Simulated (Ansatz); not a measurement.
# C₂H₇BOS: one species, many methods

The task here is to estimate one member of a computed series from the others.

The runs use Ansatz 0.2.0, Gaussian basis; functionals in def2-TZVPP, the program's frozen cores in correlated methods.

Levels to be run: PBE-D4, r2SCAN-D4, PBE0-D4, B3LYP-D4, ωB97X-V, ωB97M-V, B2PLYP; CCSD(T)/def2-TZVPP; MP2/def2-QZVPP; extrapolation to the limit.

## The geometry

All runs share one geometry, relaxed beforehand with PBE0-D4 in a triple-zeta def2 set.

12 atoms, charge 0, spin multiplicity 1.

Atoms are counted from 1 here; the program's logs count them from 0.

Bond lengths: B1–O2 1.341 Å, B1–H6 1.196 Å, B1–H7 1.203 Å, O2–C3 1.418 Å, C3–C4 1.513 Å, C3–H8 1.092 Å, C3–H9 1.096 Å, C4–S5 1.806 Å, C4–H10 1.091 Å, C4–H11 1.092 Å, S5–H12 1.343 Å. Angles: O2–B1–H6 117.0°, O2–B1–H7 120.1°, H6–B1–H7 122.9°, B1–O2–C3 122.2°, O2–C3–C4 109.6°, O2–C3–H8 108.0°, O2–C3–H9 110.1°, C4–C3–H8 109.9°, C4–C3–H9 110.6°, H8–C3–H9 108.5°, C3–C4–S5 112.4°, C3–C4–H10 111.0°, C3–C4–H11 109.9°, S5–C4–H10 110.3°, S5–C4–H11 105.5°, H10–C4–H11 107.5°, C4–S5–H12 96.9°.

Set-up of the first run:

in.yaml

```yaml
crystal:
  periodic: [false, false, false]
  atoms:
    - {symbol: B, position_ang: [-0.834703, 1.349147, 1.571496]}
    - {symbol: O, position_ang: [-0.184778, 0.196461, 1.355962]}
    - {symbol: C, position_ang: [-0.300900, -0.519136, 0.136726]}
    - {symbol: C, position_ang: [1.022697, -0.493434, -0.595393]}
    - {symbol: S, position_ang: [1.000387, -1.503586, -2.092542]}
    - {symbol: H, position_ang: [-0.656520, 1.883426, 2.626540]}
    - {symbol: H, position_ang: [-1.557744, 1.801665, 0.722500]}
    - {symbol: H, position_ang: [-0.575253, -1.549268, 0.374214]}
    - {symbol: H, position_ang: [-1.092168, -0.081731, -0.482075]}
    - {symbol: H, position_ang: [1.317343, 0.530197, -0.833312]}
    - {symbol: H, position_ang: [1.804391, -0.923046, 0.034576]}
    - {symbol: H, position_ang: [0.134248, -0.745895, -2.784691]}
basis:
  gaussian: {orbitals: def2-TZVPP}
hamiltonian: {xc: pbe, dispersion: d4}
output: {forces: true, orbitals: {seedname: orbitals}}
```

On the command line:

```console
$ ansatz run in.yaml --threads 4 --pin off --events-out ev --progress --plain --max-ram 10444MiB
```

Steps of the session up to this table: PBE-D4 (GGA); r2SCAN-D4 (meta-GGA); PBE0-D4 (hybrid); B3LYP-D4 (hybrid); ωB97X-V (range-separated); ωB97M-V (range-separated); B2PLYP (double hybrid); CCSD(T) in def2-TZVPP; MP2 in def2-QZVPP.

One table of the session follows, with a row left open; its other results are not shown here.

| method | atomisation energy (kcal/mol) |
| --- | --- |
| PBE-D4 | 1094.6 |
| r2SCAN-D4 | 1077.6 |
| PBE0-D4 | 1077.2 |
| B3LYP-D4 | 1074.1 |
| ωB97X-V | 1076.5 |
| ωB97M-V | 1078.9 |
| B2PLYP | 1063.1 |
| HF/def2-TZVPP | 794.5 |
| MP2/def2-TZVPP | 1062.6 |
| CCSD/def2-TZVPP | 1031.4 |
| CCSD(T)/def2-TZVPP | 1046.4 |
| MP2/CBS | ? |
| CCSD(T)/CBS | 1072.0 |

Q: Estimate the row for MP2/CBS from the others.

**Answer.** atomisation energy (kcal/mol): 1088.3. In the column «atomisation energy (kcal/mol)» it lies between ωB97M-V (1078.9) and PBE-D4 (1094.6).
